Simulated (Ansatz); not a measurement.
**K+ with SiNH5: structure and interaction energy**

Aim: relax the pair, then compute its interaction energy with counterpoise at many levels, up to CCSD(T).

Method: PBE0-D4 structure, single points in def2-TZVPPD; program: Ansatz 0.2.0, Gaussian basis.

Levels: PBE-D4, revPBE-D4, BLYP-D4, r2SCAN-D4, B97M-V, PBE0-D4, B3LYP-D4, HSE06-D4, wB97X-V, wB97M-V, B2PLYP, Hartree-Fock, MP2, CCSD, CCSD(T). The reference is CCSD(T) extrapolated to the basis limit. For elements past Ar these valence bases correlate outer-core shells poorly and lack relativity, so that limit is rough.

Cores are frozen in the correlated methods. The outer core shell of Li, Na, Mg and K is correlated. B3LYP uses VWN-RPA correlation. B2PLYP carries no dispersion term here.

163 further runs of the same task are left out: 163 set aside as unsound or not needed.

## Step 1: Where the work starts

The pair, from a GFN2-xTB docking trial: 8 atoms, charge 1, spin multiplicity 1.

Atoms are counted from 1 here; the program's logs count them from 0.

Bond lengths: Si2–N3 1.772 Å, Si2–H4 1.460 Å, Si2–H5 1.475 Å, Si2–H6 1.456 Å, N3–H7 1.012 Å, N3–H8 1.013 Å. Angles: N3–Si2–H4 102.0°, N3–Si2–H5 99.6°, N3–Si2–H6 114.1°, H4–Si2–H5 114.0°, H4–Si2–H6 113.1°, H5–Si2–H6 112.8°, Si2–N3–H7 112.5°, Si2–N3–H8 112.6°, H7–N3–H8 106.3°.

As a file:

```
K    -0.5223    2.7140   -2.1166
Si    0.1422   -1.0206   -0.0241
N    -0.0897    0.6427    0.5418
H    -1.2165   -1.4070   -0.3937
H     1.0289   -0.7683   -1.1755
H     0.7394   -1.9070    0.9652
H     0.7436    1.0266    0.9694
H    -0.8256    0.7196    1.2336
```

Atoms 1 to 1 are fragment A (K+), the rest fragment B (SiNH5).

## Step 2: A first relaxation in a small basis

Input file pre/in.yaml:

```yaml
crystal:
  periodic: [false, false, false]
  atoms:
    - {symbol: K, position_ang: [-0.522300, 2.714000, -2.116600]}
    - {symbol: Si, position_ang: [0.142200, -1.020600, -0.024100]}
    - {symbol: N, position_ang: [-0.089700, 0.642700, 0.541800]}
    - {symbol: H, position_ang: [-1.216500, -1.407000, -0.393700]}
    - {symbol: H, position_ang: [1.028900, -0.768300, -1.175500]}
    - {symbol: H, position_ang: [0.739400, -1.907000, 0.965200]}
    - {symbol: H, position_ang: [0.743600, 1.026600, 0.969400]}
    - {symbol: H, position_ang: [-0.825600, 0.719600, 1.233600]}
basis:
  gaussian: {orbitals: def2-SVP}
total_charge: 1
hamiltonian: {xc: pbe, dispersion: d4}
relax: {f_tol: 0.03, max_steps: 250}
```

The run is started by

```
ansatz run in.yaml --threads 2 --pin off --events-out ev --progress --plain --max-ram 5222MiB
```

After this run come: Relaxation at PBE0-D4; wB97X-V/def2-TZVPPD; wB97M-V/def2-TZVPPD; B2PLYP/def2-TZVPPD; B97M-V/def2-TZVPPD; CCSD(T)/def2-TZVPPD; MP2/def2-QZVPPD; Hartree-Fock/STO-3G; SPW92/def2-SVP; wB97M-V/def2-SVP; CCSD(T)/def2-SVP; Vibrations of the pair.

**Question.** What will these runs give? Wanted: interaction energy, CCSD(T)/CBS; of it Hartree-Fock; D4 term of PBE0-D4; shortest contact; lowest wavenumber.

The runs gave:

| quantity | value |
| --- | --- |
| interaction energy, CCSD(T)/CBS | -72.74 kJ/mol |
| of it Hartree-Fock (basis limit) | -65.63 kJ/mol |
| D4 term of PBE0-D4 | -2.83 kJ/mol |
| shortest contact | K1–N3 2.81 Å |
| lowest wavenumber | 51 cm⁻¹ |

**Reading.** The pair is bound by 72.74 kJ/mol at fixed fragment shapes. Hartree-Fock gives 90 % of it, so electrostatics, induction and charge transfer lead. Among the functionals wB97X-V lands nearest to CCSD(T)/CBS (+0.02 kJ/mol) and B97M-V farthest (+4.78 kJ/mol). Mean unsigned error by rung: GGA 2.20, meta-GGA 3.77, hybrid 0.61, screened hybrid 0.60, range-separated hybrid 0.12, double hybrid 3.68 kJ/mol. PBE-D4 gives an interaction energy 0.22 kJ/mol too high, an error of 0 % of the reference. CCSD(T) moves by -4.50 kJ/mol from triple zeta to the limit; gaps between functionals far smaller than that don't rank them. A lower arrangement may exist.
